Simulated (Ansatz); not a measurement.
**C₅H₅F₃: small, medium and large basis sets**

How large a basis does C₅H₅F₃ need? Two functionals are run in growing sets.

Program: Ansatz 0.2.0, Gaussian basis. Level of theory: one geometry, several basis sets. These are calculated values, not measurements.

The runs, in order: PBE0-D4/def2-SVP; ωB97M-V/def2-SVP; PBE0-D4/def2-QZVPP; ωB97M-V/def2-QZVPP; the functionals' def2-TZVPP values are taken from earlier runs.

## 1. The geometry

An earlier PBE0-D4 in a triple-zeta def2 set relaxation fixed the geometry.

13 atoms, charge 0, spin multiplicity 1.

Atoms are counted from 1 here; the program's logs count them from 0.

Bond lengths: F1–C2 1.325 Å, C2–C3 1.326 Å, C2–C8 1.488 Å, C3–C4 1.485 Å, C3–H9 1.080 Å, C4–F5 1.394 Å, C4–C6 1.538 Å, C4–H10 1.093 Å, C6–F7 1.383 Å, C6–C8 1.526 Å, C6–H11 1.092 Å, C8–H12 1.093 Å, C8–H13 1.094 Å. Angles: F1–C2–C3 125.6°, F1–C2–C8 118.8°, C3–C2–C8 115.6°, C2–C3–C4 109.2°, C2–C3–H9 126.2°, C4–C3–H9 124.5°, C3–C4–F5 110.8°, C3–C4–C6 105.1°, C3–C4–H10 114.6°, F5–C4–C6 109.6°, F5–C4–H10 106.7°, C6–C4–H10 110.1°, C4–C6–F7 108.9°, C4–C6–C8 106.7°, C4–C6–H11 110.2°, F7–C6–C8 109.5°, F7–C6–H11 107.8°, C8–C6–H11 113.8° and more.

## 2. PBE0-D4 in def2-SVP

File in.yaml:

```yaml
crystal:
  periodic: [false, false, false]
  atoms:
    - {symbol: F, position_ang: [1.812745, 1.814141, 0.614403]}
    - {symbol: C, position_ang: [0.900839, 0.940415, 0.214984]}
    - {symbol: C, position_ang: [0.262799, 0.968034, -0.947009]}
    - {symbol: C, position_ang: [-0.652518, -0.198908, -1.030178]}
    - {symbol: F, position_ang: [-0.196127, -1.121169, -1.969870]}
    - {symbol: C, position_ang: [-0.620573, -0.832684, 0.371083]}
    - {symbol: F, position_ang: [-1.805599, -0.539661, 1.021534]}
    - {symbol: C, position_ang: [0.542931, -0.186608, 1.117909]}
    - {symbol: H, position_ang: [0.394479, 1.700160, -1.730384]}
    - {symbol: H, position_ang: [-1.681060, 0.048388, -1.306702]}
    - {symbol: H, position_ang: [-0.543891, -1.918673, 0.291904]}
    - {symbol: H, position_ang: [0.216481, 0.155175, 2.102987]}
    - {symbol: H, position_ang: [1.389793, -0.863507, 1.264139]}
basis:
  gaussian: {orbitals: def2-SVP}
hamiltonian: {xc: pbe0, dispersion: d4}
output: {orbitals: {seedname: orbitals}}
```

Command:

```sh
$ ansatz run in.yaml --threads 8 --pin off --events-out ev --progress --plain --max-ram 20889MiB
```

After this run come: ωB97M-V in def2-SVP; PBE0-D4 in def2-QZVPP; ωB97M-V in def2-QZVPP.

**Question.** What will the summary of the whole plan be? Wanted: PBE0-D4: double and triple zeta above quadruple; ωB97M-V: double and triple zeta above quadruple.

The runs gave:

```
                                       quantity           value
PBE0-D4: double and triple zeta above quadruple  16.42, 0.69 eV
ωB97M-V: double and triple zeta above quadruple  16.84, 0.66 eV
```

**Reading.** PBE0-D4 gains 15.73 eV from double to triple zeta, then 0.69 eV more. Total energies overstate the basis error of differences, where much of it tends to cancel.
